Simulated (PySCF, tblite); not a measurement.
# C₆H₃ClFO radical: geometry, infrared bands and EPR parameters

What infrared bands and EPR parameters should C₆H₃ClFO radical (`Oc1c(Cl)[c]ccc1F`) show?

The runs use tblite 0.8.0 and PySCF 2.14.0, with density-fitted response routines of our own; the level of theory stands in each step. All values are computed, except where a source is named. Atoms are numbered from 0 throughout.

### Step 1. The molecule as given

12 atoms, charge 0, multiplicity 2; geometry from: force field or distance geometry start.

Bonds of the start (Å): O0–C1 1.39, C1–C2 1.39, C2–Cl3 1.75, C2–C4 1.40, C4–C5 1.38, C5–C6 1.39, C6–C7 1.39, C7–F8 1.36, C7–C1 1.37, O0–H9 1.01, C5–H10 1.08, C6–H11 1.08.

### Step 2. Optimising the geometry with GFN2-xTB

The job: settings as JSON, then the geometry in Å.

```
{"job": {"kind": "relax", "xc": "GFN2-xTB", "basis": "xTB"}, "charge": 0, "multiplicity": 2}
O      2.255200     0.584200     0.002200
C      0.930700     0.158500    -0.049300
C      0.673600    -1.211200    -0.028200
Cl     1.970400    -2.386600     0.023700
C     -0.661400    -1.630000    -0.067400
C     -1.683600    -0.700400    -0.127300
C     -1.422700     0.662500    -0.136900
C     -0.093300     1.071300    -0.085400
F      0.199700     2.400200    -0.095300
H      2.766100     0.663400     0.868600
H     -2.716600    -1.007700    -0.160400
H     -2.217000     1.395000    -0.170300
```

Command:

```
> OMP_NUM_THREADS=1 python probes_run.py task.json out
```

One launch serves the whole session: the jobs run in the order shown.

Output:

```text
step      E/eV     max force
  0    -750.94916    2.674
  1    -751.11278    1.111
  2    -751.15864    0.644
  3    -751.20365    0.283
  4    -751.21006    0.222
  5    -751.21443    0.215
  6    -751.21734    0.173
  7    -751.22040    0.138
  8    -751.22204    0.123
  9    -751.22368    0.130
 10    -751.22589    0.150
 11    -751.22930    0.200
 12    -751.23371    0.219
 13    -751.23934    0.271
 14    -751.24789    0.314
 15    -751.26219    0.460
 16    -751.28636    0.820
 17    -751.22172    2.496
 18    -751.34431    0.555
 19    -751.37090    0.380
 20    -751.37418    1.715
 21    -751.41373    0.288
 22    -751.42461    0.341
 23    -751.44094    1.139
 24    -751.45553    0.399
 25    -751.46219    0.229
 26    -751.47121    0.156
 27    -751.47584    0.176
 28    -751.48017    0.147
 29    -751.48253    0.104
 30    -751.48437    0.111
 31    -751.48599    0.107
 32    -751.48768    0.114
 33    -751.48917    0.101
 34    -751.49044    0.108
 35    -751.49140    0.082
 36    -751.49212    0.076
 37    -751.49270    0.063
 38    -751.49315    0.047
 39    -751.49343    0.042
 40    -751.49363    0.058
 41    -751.49388    0.079
 42    -751.49426    0.086
 43    -751.49465    0.062
 44    -751.49489    0.027
 45    -751.49499    0.020
 46    -751.49506    0.020
 47    -751.49512    0.019
 48    -751.49517    0.017
 49    -751.49520    0.016
 50    -751.49525    0.018
 51    -751.49530    0.017
 52    -751.49534    0.012
 53    -751.49536    0.011
 54    -751.49538    0.013
 55    -751.49540    0.014
 56    -751.49543    0.015
 57    -751.49544    0.010
```

Run time: 1.1 s. Hardware: 1 thread of Intel Xeon at 2.50GHz, shared host.

Step by step: (not every step is listed)

```csv
step,energy from step 0 (eV),largest force (eV/Å)
0,0.0000,2.6742
1,-0.1636,1.1107
2,-0.2095,0.6440
3,-0.2545,0.2828
4,-0.2609,0.2218
5,-0.2653,0.2146
6,-0.2682,0.1735
7,-0.2712,0.1381
8,-0.2729,0.1229
12,-0.2845,0.2188
16,-0.3372,0.8198
20,-0.4250,1.7149
24,-0.5064,0.3986
28,-0.5310,0.1467
32,-0.5385,0.1140
36,-0.5430,0.0758
40,-0.5445,0.0583
44,-0.5457,0.0267
48,-0.5460,0.0175
52,-0.5462,0.0124
53,-0.5462,0.0110
54,-0.5462,0.0130
55,-0.5462,0.0136
56,-0.5463,0.0147
57,-0.5463,0.0097
```

Distances of close pairs at the start and the end, largest changes first:

```csv
bond,before (Å),after (Å),change (Å)
O0–C1,1.392,1.340,-0.052
C2–C4,1.400,1.359,-0.041
O0–H9,1.009,0.971,-0.038
C1–C7,1.372,1.398,+0.026
C4–C5,1.383,1.361,-0.022
C7–F8,1.361,1.346,-0.014
C1–C2,1.394,1.407,+0.013
C6–C7,1.392,1.382,-0.010
```

The final coordinates are the input of the step that follows.

### Step 3. Infrared spectrum with GFN2-xTB

The job: settings as JSON, then the geometry in Å.

```
{"job": {"kind": "ir", "xc": "GFN2-xTB", "basis": "xTB"}, "charge": 0, "multiplicity": 2}
O      2.204853     0.752698     0.208655
C      0.961029     0.267367     0.090478
C      0.684542    -1.112181     0.092513
Cl     2.027224    -2.209816     0.254446
C     -0.604488    -1.524993    -0.029149
C     -1.684814    -0.707511    -0.158166
C     -1.434368     0.663112    -0.165357
C     -0.137217     1.122724    -0.041901
F      0.084657     2.450697    -0.048605
H      2.827462     0.011456     0.287311
H     -2.688181    -1.087884    -0.250756
H     -2.239499     1.373645    -0.265497
```

Output:

```text
mode    cm-1     km/mol
  1     110.4      0.28
  2     216.6      1.50
  3     216.6      1.39
  4     270.6      2.55
  5     282.9      0.47
  6     362.2      4.99
  7     449.7      3.25
  8     456.8     98.62
  9     473.9     13.29
 10     503.0     20.21
 11     527.7     17.04
 12     609.5      5.68
 13     625.1      1.19
 14     779.4     29.52
 15     795.8     18.67
 16     838.4     44.91
 17     872.1      0.81
 18    1091.8     22.21
 19    1114.6     72.50
 20    1160.6     52.90
 21    1180.6    179.72
 22    1261.0      1.93
 23    1300.1    176.62
 24    1404.4     11.08
 25    1457.0    222.12
 26    1514.5     42.79
 27    1598.4     11.59
 28    3100.1      0.57
 29    3109.2      1.71
 30    3387.8     42.54
```

Run time: 1.1 s. Hardware: 1 thread of Intel Xeon at 2.50GHz, shared host.

Which atoms move in the most intense modes:

```csv
cm⁻¹,km/mol,atoms
457,98.6,"H9 60 %, C4 13 %"
838,44.9,"C2 33 %, F8 19 %, C1 13 %"
1115,72.5,"H11 37 %, H9 22 %, C2 15 %"
1161,52.9,"H10 51 %, C2 15 %, H9 10 %"
1181,179.7,"C7 33 %, H9 23 %"
1300,176.6,"C1 25 %, C5 19 %, C7 13 %, H9 11 %"
1457,222.1,"C1 46 %, C2 12 %, C5 11 %, C7 11 %"
1514,42.8,"C6 27 %, C1 26 %, C7 21 %, C5 13 %"
```

### Step 4. g tensor and hyperfine couplings: B3LYP/pcH-1

Settings changed since step 3:

```diff
@@ -1,2 +1,2 @@
-{"job": {"kind": "ir", "xc": "GFN2-xTB", "basis": "xTB"}, "charge": 0, "multiplicity": 2}
+{"job": {"kind": "epr", "basis": "pcH-1"}, "charge": 0, "multiplicity": 2}
 O      2.204853     0.752698     0.208655
```

Level: UKS B3LYP, pcH-1 on C Cl F H O, non-relativistic, mean-field spin-orbit, GIAO.

Output:

```text
UKS, coarse grid
  cycle   1  E = -865.52455175  |g| = 5.61e-01
  cycle   2  E = -865.34237378  |g| = 9.08e-01
  cycle   3  E = -865.62749602  |g| = 1.04e-01
  cycle   4  E = -865.63154859  |g| = 4.98e-02
  cycle   5  E = -865.63263922  |g| = 1.91e-02
  cycle   6  E = -865.63282323  |g| = 5.34e-03
  cycle   7  E = -865.63284538  |g| = 2.75e-03
  cycle   8  E = -865.63285256  |g| = 1.16e-03
  cycle   9  E = -865.63285630  |g| = 6.69e-04
UKS, final grid
  cycle   1  E = -865.63288896  |g| = 7.86e-04
  cycle   2  E = -865.63288886  |g| = 1.17e-03
  cycle   3  E = -865.63288957  |g| = 2.24e-04
  cycle   4  E = -865.63288965  |g| = 1.90e-04
  cycle   5  E = -865.63288976  |g| = 6.36e-05
  cycle   6  E = -865.63288976  |g| = 1.23e-05
E = -865.63288976 Eh   <S^2> = 0.7576 (exact 0.7500)
g shifts (ppm)      1          2          3
  rmc          -170       -170       -170
  gc             30        -18         13
  oz_so       -1453       -335        543
  total       -1593       -523        386
hyperfine (MHz)  atom isotope    a_iso     a_fc   dipolar eigenvalues
    0   17O       0.87       0.89     -4.37      1.08      3.30
    1   13C      45.26      45.28     -4.41     -0.50      4.92
    2   13C     -10.88     -10.78    -14.74     -5.02     19.77
    3  35Cl      11.14      10.90     -7.73     -5.50     13.22
    4   13C     411.86     411.97    -79.71    -62.13    141.84
    5   13C       6.92       6.93    -13.69     -1.03     14.71
    6   13C      59.72      59.71     -6.41     -1.78      8.19
    7   13C      -9.38      -9.38     -6.97      2.31      4.66
    8   19F      -1.99      -1.98    -19.97      7.31     12.66
    9    1H       0.48       0.48     -2.69     -0.33      3.03
   10    1H      60.78      60.78     -6.77     -5.61     12.38
   11    1H      16.64      16.64     -2.98     -2.42      5.40
```

Run time: 2.8 min. Hardware: 1 thread of Intel Xeon at 2.50GHz, shared host; peak memory 0.97 GiB.

Principal g values 2.00073, 2.00180, 2.00271; g(iso) = 2.00174, against 2.00232 for a free electron.

Hyperfine couplings, nucleus by nucleus at this fixed geometry (no averaging over rotations):

```csv
nuclei,isotope,a(iso) (MHz),"a(iso) (G, at g = 2.0023)",largest dipolar term (MHz)
C4,13C,411.9,147.0,141.8
H10,1H,60.8,21.7,12.4
C6,13C,59.7,21.3,8.2
C1,13C,45.3,16.2,4.9
H11,1H,16.6,5.9,5.4
Cl3,35Cl,11.1,4.0,13.2
C2,13C,-10.9,-3.9,19.8
C7,13C,-9.4,-3.3,-7.0
C5,13C,6.9,2.5,14.7
F8,19F,-2.0,-0.7,-20.0
O0,17O,0.9,0.3,-4.4
H9,1H,0.5,0.2,3.0
```

Mulliken spin populations:

```csv
atom,value (e)
O0,0.01
C1,0.05
C2,-0.08
Cl3,0.02
C4,1.01
C5,-0.07
C6,0.06
C7,-0.04
F8,0.00
H9,0.00
H10,0.02
H11,0.01
```

In first order the couplings over 0.8 MHz of 1H, 35Cl, 19F give 32 distinct lines over 40.2 G.

Orbitals, density, ELF and potential are computed afterwards from the orbital file.

ELF in a plane through or near 12 of the atoms.

Values, 10 rows by 14 columns:
```
0.00 0.00 0.00 0.00 0.00 0.00 0.00 0.00 0.00 0.00 0.00 0.00 0.00 0.00
0.00 0.00 0.00 0.00 0.00 0.00 0.01 0.03 0.01 0.00 0.00 0.00 0.00 0.00
0.00 0.00 0.00 0.01 0.08 0.00 0.69 0.80 0.76 0.08 0.00 0.00 0.00 0.00
0.00 0.00 0.01 0.32 0.89 0.46 0.15 0.80 0.22 0.10 0.98 0.70 0.00 0.00
0.00 0.00 0.22 0.83 0.39 0.86 0.74 0.24 0.91 0.45 1.00 0.87 0.00 0.00
0.00 0.00 0.02 0.21 0.07 0.60 0.80 0.04 0.62 0.89 0.10 0.01 0.00 0.00
0.00 0.02 0.53 0.90 0.39 0.86 0.57 0.33 0.90 0.49 1.00 0.98 0.02 0.00
0.00 0.00 0.22 0.74 0.43 0.74 0.17 0.91 0.74 0.07 0.87 0.63 0.00 0.00
0.00 0.00 0.02 0.25 0.64 0.41 0.02 0.50 0.34 0.01 0.00 0.00 0.00 0.00
0.00 0.00 0.00 0.00 0.01 0.00 0.00 0.00 0.00 0.00 0.00 0.00 0.00 0.00
```
The map spans 10.8 Å across and 10.1 Å up, centred on the molecule. Atoms in the plane (x, y in Å): O0 (-2.1, 1.1), C1 (-0.9, 0.4), C2 (-0.8, -1.0), Cl3 (-2.3, -1.9), C4 (0.4, -1.6), C5 (1.6, -0.9), C6 (1.5, 0.5), C7 (0.3, 1.1), F8 (0.3, 2.4), H9 (-2.8, 0.4), H10 (2.5, -1.5), H11 (2.4, 1.0).

log10 of the density (e/Å³) in the same plane.

Ten even steps from ' ' (-4.0) to '@' (2.2):
```
                                                        
                                                        
                      ..::::--::::..                    
                    ..--====++++==--::                  
          ....::::::--==++######++==--::....            
        ..::--==========++##@@%%**==----::::....        
        ::--==++****++==++**##**++========----::        
      ..--==++**####**++++**##****++++**++====::..      
      ::--++**########****######**##******++==::..      
      ::--++**********%%##**++****####**++==--::..      
    ..::--====++++++******++++++********++----::..      
    ..::--==++++++++**####********%%%%**++====::..      
  ..::--==++****##********####%%**********++==--..      
  ..::--==++**%%@@**********####**++++****====::..      
    ..--==++****##**++++==++++++++========----::        
    ..::--==++++**++++============------::::::..        
      ..::----======--------------::::....              
        ..::::::::::::::............                    
            ..........                                  
          ........                                      
```
The map spans 10.8 Å across and 10.1 Å up, centred on the molecule. Atoms in the plane (x, y in Å): O0 (-2.1, 1.1), C1 (-0.9, 0.4), C2 (-0.8, -1.0), Cl3 (-2.3, -1.9), C4 (0.4, -1.6), C5 (1.6, -0.9), C6 (1.5, 0.5), C7 (0.3, 1.1), F8 (0.3, 2.4), H9 (-2.8, 0.4), H10 (2.5, -1.5), H11 (2.4, 1.0).

On the surface of density 0.002 e/bohr³ the electrostatic potential runs, from the 1st to the 99th percentile, from -1.11 V near O0 to 2.05 V near H9.

The spin density lies nearest to C4 73 %.

### Step 5. Summary of results

| quantity | value |
| --- | --- |
| strongest single infrared mode (GFN2-xTB) | 1457 cm⁻¹, 222 km/mol |
| zero-point energy (GFN2-xTB) | 44.4 kcal/mol |
| g(iso) (B3LYP) | 2.00174 |
| ⟨S²⟩ | 0.758 (exact 0.75) |
| largest a(iso) | 13C on C4, 411.9 MHz |
| surface potential, 1st and 99th percentile | -1.11 V and 2.05 V |

**Reading.** The optimisation took 57 steps and gained 0.546 eV; among the close pairs (by a distance rule), O0–C1 changed most, from 1.392 to 1.340 Å. No mode is imaginary among the 30: a minimum at this level. The strongest single mode, at 1457 cm⁻¹, has its largest shares on C1, C2, C5 and C7 (the list is cut at 4 atoms). Unscaled tight-binding wavenumbers are off by several per cent, some by more. Its intensities can rank the bands wrongly. Most of the unpaired spin sits on C4 (1.01 e). The isotropic g lies 0.6 ppt below the free-electron value.
